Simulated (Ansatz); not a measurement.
## BeC in Ansatz: convergence with ecutfock ratio

BeC:

```
CELL_PARAMETERS angstrom
1.17003 0.67552 3.84035
-1.17003 0.67552 3.84035
0.00000 -1.35104 3.84035
ATOMIC_POSITIONS crystal
Be 0.00000 0.00000 0.00000
C 0.50000 0.50000 0.50000
```

The cell was built by a generator and needn't be a form met in nature.

```yaml
Program: Ansatz 0.2.0
Task: convergence study
Functional: HSE06
Potentials_or_basis: Ansatz PAW
Cutoff: 420 eV
Density_cutoff: 1680 eV
k_mesh: 7 × 7 × 7
Occupations: methfessel-paxton, width 0.1 eV
Spin: no spin polarisation
```

These are the settings of the first run; the series varies ecutfock ratio, with any setting tied to it.

Hardware: 2 threads of Arm Neoverse V2, on a shared host.

| ecutfock ratio | energy less the tightest run, at zero smearing (meV/atom) | SCF cycles | CPU time (s) | peak memory (GiB) |
| --- | --- | --- | --- | --- |
| 1 | 0.34 | 15 | 13 | 0.61 |
| 2 | 0.00 | 15 | 14 | 0.66 |
| 3 | 0.00 | 15 | 17 | 0.74 |
| 4 | 0.00 | 15 | 16 | 0.75 |

Against the tightest run, the energy stays within 1 meV/atom from 1 on. The tightest run that finished is the yardstick and may itself not be fully converged.

Caveat, for the tightest run too: the k mesh is coarse (spacing up to 0.45 Å⁻¹), so the values aren't converged, least of all with exact exchange.
